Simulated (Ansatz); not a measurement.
# CH4BClS: the cost of one run

Method: RKS PBE/cc-pVDZ, in Ansatz 0.2.0.

### 1 The system as given

Bond lengths: S1–B2 1.832 Å, B2–C3 1.578 Å, C3–Cl4 1.810 Å, S1–H5 1.440 Å, B2–H6 1.186 Å, C3–H7 1.058 Å, C3–H8 1.166 Å. Angles: S1–B2–C3 118.3°, S1–B2–H6 119.6°, C3–B2–H6 122.1°, B2–S1–H5 93.2°, B2–C3–Cl4 109.9°, B2–C3–H7 112.3°, B2–C3–H8 108.3°, Cl4–C3–H7 111.2°, Cl4–C3–H8 104.5°, H7–C3–H8 110.4°.

As a file:

```xyz
8

S    -0.4900    1.7827   -0.9560
B    -0.0317    0.5950    0.3610
C     0.4571   -0.8433   -0.0670
Cl    0.9691   -1.7808    1.3945
H    -1.8658    1.3591   -0.9714
H    -0.1024    0.9252    1.4983
H    -0.2763   -1.3685   -0.6200
H     1.4322   -0.7264   -0.6952
```

### 2 End point A

The input, input.yaml:

```yaml
crystal:
  periodic: [false, false, false]
  atoms:
    - { symbol: S, position_ang: [-0.49, 1.7827, -0.956] }
    - { symbol: B, position_ang: [-0.0317, 0.595, 0.361] }
    - { symbol: C, position_ang: [0.4571, -0.8433, -0.067] }
    - { symbol: Cl, position_ang: [0.9691, -1.7808, 1.3945] }
    - { symbol: H, position_ang: [-1.8658, 1.3591, -0.9714] }
    - { symbol: H, position_ang: [-0.1024, 0.9252, 1.4983] }
    - { symbol: H, position_ang: [-0.2763, -1.3685, -0.62] }
    - { symbol: H, position_ang: [1.4322, -0.7264, -0.6952] }
basis:
  gaussian: { orbitals: cc-pVDZ }
hamiltonian:
  xc: pbe
relax:
  f_tol: 0.015
  max_steps: 40
```

Command:

```bash
ansatz run input.yaml --threads 1 --pin off --max-ram 2048MiB --backend cpu --events-out ev --progress --plain --runs-dir out
```

**Question.** How long does this run take on 1 thread of Arm Neoverse V1, shared host, and how much memory does it need?

About 79 s, with a peak of 0.14 GiB.
